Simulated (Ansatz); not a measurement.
# Mn (Mn, A15): the cost of one run

Method: DFT PBEsol, plane waves (420 eV) with PAW, scalar-relativistic; PBE-made PAW files, in Ansatz 0.2.0.

### 1 Starting point

It takes space group Pm-3n (No. 223, cubic). Conventional cell: a = 4.547 Å, b = 4.547 Å, c = 4.547 Å, α = 90.00°, β = 90.00°, γ = 90.00°. Mn (site symmetry m-3) is surrounded by 12 Mn at 2.54 Å. Mn (site symmetry -4m2) has 6 Mn at 2.27 to 2.54 Å as nearest neighbours.

Coordinates:

```cif
data_structure
_symmetry_space_group_name_H-M 'Pm-3n'
_symmetry_Int_Tables_number 223
_cell_length_a 4.5468
_cell_length_b 4.5468
_cell_length_c 4.5468
_cell_angle_alpha 90.000
_cell_angle_beta 90.000
_cell_angle_gamma 90.000
_cell_volume 94.00
loop_
_atom_site_label
_atom_site_type_symbol
_atom_site_symmetry_multiplicity
_atom_site_Wyckoff_symbol
_atom_site_fract_x
_atom_site_fract_y
_atom_site_fract_z
_atom_site_occupancy
Mn1 Mn 2 a 0.00000 0.00000 0.00000 1
Mn2 Mn 6 c 0.25000 0.00000 0.50000 1
```

### 2 Relaxation of the cell

input.yaml

```yaml
crystal:
  lattice:
    - [4.5467736727, 0.0, 0.0]
    - [0.0, 4.5467736727, 0.0]
    - [0.0, 0.0, 4.5467736727]
  atoms:
    - { symbol: Mn, position: [0.0, 0.0, 0.0] }
    - { symbol: Mn, position: [0.5, 0.5, 0.5] }
    - { symbol: Mn, position: [0.25, 0.0, 0.5] }
    - { symbol: Mn, position: [0.75, 0.0, 0.5] }
    - { symbol: Mn, position: [0.5, 0.25, 0.0] }
    - { symbol: Mn, position: [0.5, 0.75, 0.0] }
    - { symbol: Mn, position: [0.0, 0.5, 0.25] }
    - { symbol: Mn, position: [0.0, 0.5, 0.75] }
hamiltonian:
  xc: pbesol
  pseudopotentials:
    kind: paw
    azcp:
      Mn: "pseudopotentials/Mn.paw.azcp"
basis:
  ecutwfc: 420
  fft_grid_basis: typed
kpoints:
  mp_grid: { grid: [6, 6, 6], shift: [0, 0, 0] }
magnetization:
  spin_polarized: false
scf:
  occupations: { method: fermi_dirac, width: 0.1 }
relax:
  max_steps: 60
  f_tol: 0.01
  cell: {}
output:
  write_density: true
  write_potential: true
  elf: true
  volumetric_format: npy
```

Command:

```sh
> ansatz run input.yaml --threads 4 --pin off --max-ram 8192MiB --backend cpu --events-out ev --progress --plain --runs-dir out
```

What time and memory should one allow on 4 threads of Arm Neoverse V2, shared host?

About 12 s, with a peak of 0.53 GiB.
